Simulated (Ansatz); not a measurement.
# LiIn3: tests of the settings

This session on LiIn3 sets out to test the k-point mesh shifted by half a step.

Computed with Ansatz 0.2.0 (DFT r2SCAN, scalar-relativistic, plane waves, PAW, unless a step's input says otherwise).

**1. The structure to begin with**

Symmetry: Pm-3m, No. 221, cubic system. The conventional cell has a = 4.493 Å, b = 4.493 Å, c = 4.493 Å, α = 90.00°, β = 90.00°, γ = 90.00°. Around Li (site symmetry m-3m) lie 12 In at 3.18 Å. In (site symmetry 4/mmm) has 4 Li at 3.18 Å and 8 In at 3.18 Å as nearest neighbours.

As a file:

```cif
data_structure
_symmetry_space_group_name_H-M 'P 1'
_symmetry_Int_Tables_number 1
_cell_length_a 4.4928
_cell_length_b 4.4928
_cell_length_c 4.4928
_cell_angle_alpha 90.000
_cell_angle_beta 90.000
_cell_angle_gamma 90.000
_cell_volume 90.69
loop_
_atom_site_label
_atom_site_type_symbol
_atom_site_fract_x
_atom_site_fract_y
_atom_site_fract_z
_atom_site_occupancy
Li1 Li 0.50000 0.50000 0.50000 1
In1 In 0.50000 0.00000 0.00000 1
In2 In 0.00000 0.50000 0.00000 1
In3 In 0.00000 0.00000 0.50000 1
```

Source of the structure: the Materials Project (structure only). It is taken as it stands there.

**2. The base run, which the others are set against**

input.yaml

```yaml
crystal:
  lattice:
    - [4.49284992, 0.0, 0.0]
    - [0.0, 4.49284992, 0.0]
    - [0.0, 0.0, 4.49284992]
  atoms:
    - { symbol: Li, position: [0.5, 0.5, 0.5] }
    - { symbol: In, position: [0.5, 0.0, 0.0] }
    - { symbol: In, position: [0.0, 0.5, 0.0] }
    - { symbol: In, position: [0.0, 0.0, 0.5] }
basis:
  ecutwfc: 500
kpoints:
  mp_grid: { grid: [10, 10, 10] }
hamiltonian:
  xc: r2scan
scf:
  occupations: { method: gaussian, width: 0.1 }
output:
  forces: true
  stress: true
  eigenvalues: true
  populations: true
```

It was run beforehand and gave: -4260.3442 eV/atom at zero smearing, pressure 0.37 GPa, largest force 0.000 eV/Å, no gap on the mesh, in 7 SCF cycles and 6 s.

**3. K-point mesh shifted by half a step set to 4×4×4**

input.yaml

```yaml
crystal:
  lattice:
    - [4.49284992, 0.0, 0.0]
    - [0.0, 4.49284992, 0.0]
    - [0.0, 0.0, 4.49284992]
  atoms:
    - { symbol: Li, position: [0.5, 0.5, 0.5] }
    - { symbol: In, position: [0.5, 0.0, 0.0] }
    - { symbol: In, position: [0.0, 0.5, 0.0] }
    - { symbol: In, position: [0.0, 0.0, 0.5] }
basis:
  ecutwfc: 500
kpoints:
  mp_grid: { grid: [4, 4, 4], shift: [0.5, 0.5, 0.5] }
hamiltonian:
  xc: r2scan
scf:
  occupations: { method: gaussian, width: 0.1 }
output:
  forces: true
  stress: true
  eigenvalues: true
```

**4. K-point mesh shifted by half a step set to 6×6×6**

input.yaml: that of step 3 with these lines changed.

```diff
@@ -13,3 +13,3 @@
 kpoints:
-  mp_grid: { grid: [4, 4, 4], shift: [0.5, 0.5, 0.5] }
+  mp_grid: { grid: [6, 6, 6], shift: [0.5, 0.5, 0.5] }
 hamiltonian:
```

**5. K-point mesh shifted by half a step: 8×8×8**

input.yaml: that of step 4 with these lines changed.

```diff
@@ -13,3 +13,3 @@
 kpoints:
-  mp_grid: { grid: [6, 6, 6], shift: [0.5, 0.5, 0.5] }
+  mp_grid: { grid: [8, 8, 8], shift: [0.5, 0.5, 0.5] }
 hamiltonian:
```

(Steps that only read results are left out.)

Q: Predict the outcome of the series: the values and the trend.

The runs gave:

```
                                                 quantity                    value
largest energy shift, k-point mesh shifted by half a step  -28.7 meV/atom at 4×4×4
```

The densest shifted mesh lands 9.03 meV/atom from the base run.
